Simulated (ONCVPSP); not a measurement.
# Pseudopotential generation for fluorine: ONCV, PBE

Aim: build the potential from the settings below, then test how well it stands in for the atom: other configurations, scattering, ghost states and the plane-wave cutoff that it needs.

Program: ONCVPSP 4.0.1. Reference atom: PBE, scalar-relativistic, spherical and spin-unpolarised. All values are calculated.

### Step 1. Settings

Typed settings, in words:

* element: fluorine (F, Z = 9)
* type: optimised norm-conserving Vanderbilt (ONCV)
* frozen core: [He]
* valence charge: 7
* reference configuration: 2s2 2p4 (charge +1)
* partial waves: 2s: rc 0.75 bohr, ncon 3, nbas 6, qcut 9.3 1/bohr, 2 projectors, debl 1.3 Ha; 2p: rc 1.65 bohr, ncon 4, nbas 7, qcut 10.5 1/bohr, 2 projectors, debl 2.1 Ha
* local potential: polynomial inside 0.65 bohr (lpopt 5, dvloc0 0 Ha)
* core correction: Teter function fitted to the true core (icmod 2), fcfact 0.55

The outer shells as boxes (Hund's rule for the drawing; the calculation is spin-unpolarised):

```
[He] core
2s [↑↓]
2p [↑↓][↑ ][↑ ]
```

The nodes and maxima of the atom's own shells, from an earlier all-electron run, set the scale for the radii.

All-electron outer shells of the reference configuration (PBE, scalar-relativistic, ld1.x):

```tsv
shell	level (eV)	outermost node (bohr)	outermost maximum (bohr)
1s	-684.12	–	0.11
2s	-47.39	0.24	0.75
2p	-28.31	–	0.68
```

### Step 2. Generation

File F.dat:

```
# ATOM AND REFERENCE CONFIGURATION
# atsym  z   nc   nv     iexc    psfile
  F 9.00    1    2        4      upf
#
#   n    l    f
    1    0    2.00
    2    0    2.00
    2    1    4.00
#
# PSEUDOPOTENTIAL AND OPTIMIZATION
# lmax
    1
#
#   l,   rc,      ep,       ncon, nbas, qcut
    0    0.75    0.00    3    6    9.30
    1    1.65    0.00    4    7   10.50
#
# LOCAL POTENTIAL
# lloc, lpopt,  rc(5),   dvloc0
    4    5    0.65    0.00
#
# VANDERBILT-KLEINMAN-BYLANDER PROJECTORs
# l, nproj, debl
    0    2    1.30
    1    2    2.10
#
# MODEL CORE CHARGE
# icmod, fcfact, rcfact
    2    0.55    0.95
#
# LOG DERIVATIVE ANALYSIS
# epsh1, epsh2, depsh
   -3.00    5.00    0.02
#
# OUTPUT GRID
# rlmax, drl
    6.00    0.01
#
# TEST CONFIGURATIONS
# ncnf
    4
# nvcnf
#   n    l    f
    2
    2    0    2.00
    2    1    5.00
#
    2
    2    0    2.00
    2    1    3.00
#
    2
    2    0    2.00
    2    1    2.00
#
    2
    2    0    2.00
    2    1    1.00
#
```

On the command line:

```
oncvpsp.x < F.dat > F.out
```

Q: Predict the outcome of this session. Wanted: cutoffs for 1 and 0.1 mHa per electron, occupied waves; bound ghosts; GHOST(+) flags; largest test error; largest phase difference near zero energy, channels read; rms error of d²Exc/dn², without and with the model core; projector energies reset by the program.

**Answer**, as computed:

| quantity | value |
| --- | --- |
| cutoffs for 1 and 0.1 mHa per electron, occupied waves | 50 Ha and 161 Ha |
| bound ghosts | none found |
| GHOST(+) flags | none at low energy |
| largest test error (AE − PS) | +2912 meV, for 2s2 2p1 |
| largest phase difference near zero energy, channels read | 0.000 rad |
| rms error of d²Exc/dn², without and with the model core | 1.99 and 2.36 mHa |
| projector energies reset by the program | s: -1.741, 0.250 Ha |

In words: The worst unpolarised test, 2s2 2p1, is off by 2912 meV on 184.8 eV; by total energies transferability rates as poor. That test lies far up in energy; among those under 40 eV, nearer to bonding, the largest error is 155 meV. The potential is hard: the looser tolerance needs 50 Ha. The tighter tolerance needs 161 Ha, and converged work needs a cutoff nearer that. At the looser tolerance the 2s wave is the slowest; 2p needs 32 Ha. The program's ghost test flags no bound state. Near zero energy the phases of the channels with partial waves agree within 0.001 rad. All of this concerns the isolated atom, not yet a solid.
